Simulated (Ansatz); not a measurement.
# Cr2SbAs: the cost of one run

Computed with Ansatz 0.2.0 (DFT PBEsol, scalar-relativistic, plane waves, PAW; levels and slopes on a dense k mesh at the converged density, unless a step's input says otherwise).

## (1) Starting point

Symmetry: P-6m2, No. 187, hexagonal system. Conventional cell: a = 3.812 Å, b = 3.812 Å, c = 5.872 Å, α = 90.00°, β = 90.00°, γ = 120.00°. Around Cr (site symmetry 3m) lie 3 As at 2.59 Å and 3 Sb at 2.70 Å and 1 Cr at 2.75 Å. Sb (site symmetry -6m2) has 6 Cr at 2.70 Å as nearest neighbours. As (site symmetry -6m2) has 6 Cr at 2.59 Å as nearest neighbours.

As a file:

```cif
data_structure
_symmetry_space_group_name_H-M 'P 1'
_symmetry_Int_Tables_number 1
_cell_length_a 3.8125
_cell_length_b 3.8125
_cell_length_c 5.8721
_cell_angle_alpha 90.000
_cell_angle_beta 90.000
_cell_angle_gamma 120.000
_cell_volume 73.92
loop_
_atom_site_label
_atom_site_type_symbol
_atom_site_fract_x
_atom_site_fract_y
_atom_site_fract_z
_atom_site_occupancy
Cr1 Cr 0.66667 0.33333 0.73390 1
Cr2 Cr 0.66667 0.33333 0.26610 1
Sb1 Sb 0.00000 0.00000 0.00000 1
As1 As 0.33333 0.66667 0.50000 1
```

The structure comes from the Materials Project (structure only) and is not relaxed.

## (2) The run

Contents of input.yaml:

```yaml
crystal:
  lattice:
    - [3.81247508, 0.0, 0.0]
    - [-1.90623754, 3.30170027, 0.0]
    - [0.0, 0.0, 5.872136]
  atoms:
    - { symbol: Cr, position: [0.66666667, 0.33333333, 0.7339], spin: -3.0 }
    - { symbol: Cr, position: [0.66666667, 0.33333333, 0.2661], spin: -3.0 }
    - { symbol: Sb, position: [0.0, 0.0, 0.0] }
    - { symbol: As, position: [0.33333333, 0.66666667, 0.5] }
basis:
  ecutwfc: 420
kpoints:
  mp_grid: { grid: [12, 12, 8] }
hamiltonian:
  xc: pbesol
scf:
  occupations: { method: gaussian, width: 0.05 }
output:
  forces: true
  eigenvalues: true
  eigenstates:
    nscf_kmesh: { grid: [30, 30, 18] }
    top_band: c6
    de_dk: true
    localisation: true
  stress: true
  populations: true
checkpoint:
  write: ck
  compress: false
  write_wavefunctions: false
  write_every: 100000
magnetization:
  spin_polarized: true
```

The run is started by

```sh
$ ansatz run input.yaml --threads 1 --pin off --max-ram 3072MiB --backend cpu --events-out ev --progress --plain --runs-dir out
```

Q: Estimate wall time and peak memory on 1 thread of Arm Neoverse V2, shared host.

About 6.9 min, with a peak of 2 GiB.
